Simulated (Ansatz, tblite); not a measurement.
# The cluster Ag3Ge2−: rung by rung

One table from this session's results is given with a row withheld; the runs are named, their logs left out.

Computed with Ansatz 0.2.0, Gaussian basis. Level: as each input shows.

The runs, in order: GFN1-xTB, GFN2-xTB, PBE-D4/def2-TZVPD, r2SCAN-D4/def2-TZVPD, revPBE-D4/def2-TZVPD, B97M-V/def2-TZVPD, BHLYP-D4/def2-TZVPD, MP2/def2-TZVPD, RPA/def2-TZVPD.

6 further runs of the same task are left out: 6 set aside as unsound or not needed. Runs told in other sessions of the task aren't counted.

## The geometry

The singlet was relaxed beforehand with r2SCAN-D4/def2-SVPD. At that level it is the lowest of the isomers that a small search found.

5 atoms, charge -1, spin multiplicity 1.

Bond lengths: Ag1–Ag2 2.790 Å, Ag1–Ag3 2.791 Å, Ag1–Ge4 2.611 Å, Ag1–Ge5 2.682 Å, Ag2–Ag3 2.665 Å, Ag3–Ge4 2.482 Å, Ge4–Ge5 2.279 Å. Angles: Ag2–Ag1–Ag3 57.1°, Ag2–Ag1–Ge4 111.6°, Ag2–Ag1–Ge5 162.6°, Ag3–Ag1–Ge4 54.6°, Ag3–Ag1–Ge5 105.6°, Ge4–Ag1–Ge5 51.0°, Ag1–Ag2–Ag3 61.5°, Ag1–Ag3–Ag2 61.5°, Ag1–Ag3–Ge4 59.0°, Ag2–Ag3–Ge4 120.5°, Ag1–Ge4–Ag3 66.4°, Ag1–Ge4–Ge5 66.1°, Ag3–Ge4–Ge5 132.5°, Ag1–Ge5–Ge4 62.9°.

Ag takes a core potential in the def2 sets. No spin-orbit coupling is included. The ion is computed in the gas phase, without counter-ions or solvent.

PBE0-D4/def2-TZVPD was run before; its log isn't repeated, and its numbers join the tables.

Set-up of the first run:

Tight binding, by tblite at 300 K electronic temperature and without a spin-polarisation term:

```python
tblite.interface.Calculator('GFN1-xTB', numbers, positions, charge=-1, uhf=0).singlepoint()
```

Tight binding, by tblite at 300 K electronic temperature and without a spin-polarisation term:

```python
tblite.interface.Calculator('GFN2-xTB', numbers, positions, charge=-1, uhf=0).singlepoint()
```

start.molden holds the orbitals of an earlier run on this state, given as this run's starting guess.

File in.yaml:

```yaml
crystal:
  periodic: [false, false, false]
  atoms:
    - {symbol: Ag, position_ang: [1.046812, -0.410475, -0.040894]}
    - {symbol: Ag, position_ang: [1.691506, 2.304124, -0.060833]}
    - {symbol: Ag, position_ang: [-0.880112, 1.607626, 0.013556]}
    - {symbol: Ge, position_ang: [-1.534349, -0.785641, 0.074971]}
    - {symbol: Ge, position_ang: [-0.323856, -2.715634, 0.013201]}
basis:
  gaussian: {orbitals: def2-TZVPD, initial_orbitals: start.molden}
total_charge: -1
hamiltonian: {xc: pbe, dispersion: d4}
scf: {omitted_lower_state_checks: [starts]}
output: {forces: true, orbitals: {seedname: orbitals}}
```

The run is started by

```sh
ansatz run in.yaml --threads 4 --pin off --events-out ev --progress --plain --max-ram 4787MiB
```

Among the steps run: PBE-D4/def2-TZVPD; r2SCAN-D4/def2-TZVPD; revPBE-D4/def2-TZVPD; B97M-V/def2-TZVPD; BHLYP-D4/def2-TZVPD; MP2/def2-TZVPD; RPA/def2-TZVPD.

One table of the session follows, with a row left open; its other results are not shown here.

```
               level  HOMO (eV)  LUMO (eV)  gap (eV)
   PBE-D4/def2-TZVPD      -0.47       0.45      0.92
revPBE-D4/def2-TZVPD      -0.38       0.56      0.94
r2SCAN-D4/def2-TZVPD      -0.59       0.54      1.13
   B97M-V/def2-TZVPD      -0.54       0.42      0.96
  PBE0-D4/def2-TZVPD      -1.06       1.09      2.15
 BHLYP-D4/def2-TZVPD          ?          ?         ?
```

**Question.** Estimate the row for BHLYP-D4/def2-TZVPD.

**Answer.** HOMO (eV): -1.52; LUMO (eV): 1.74; gap (eV): 3.26. In the column «HOMO (eV)» it is the lowest.
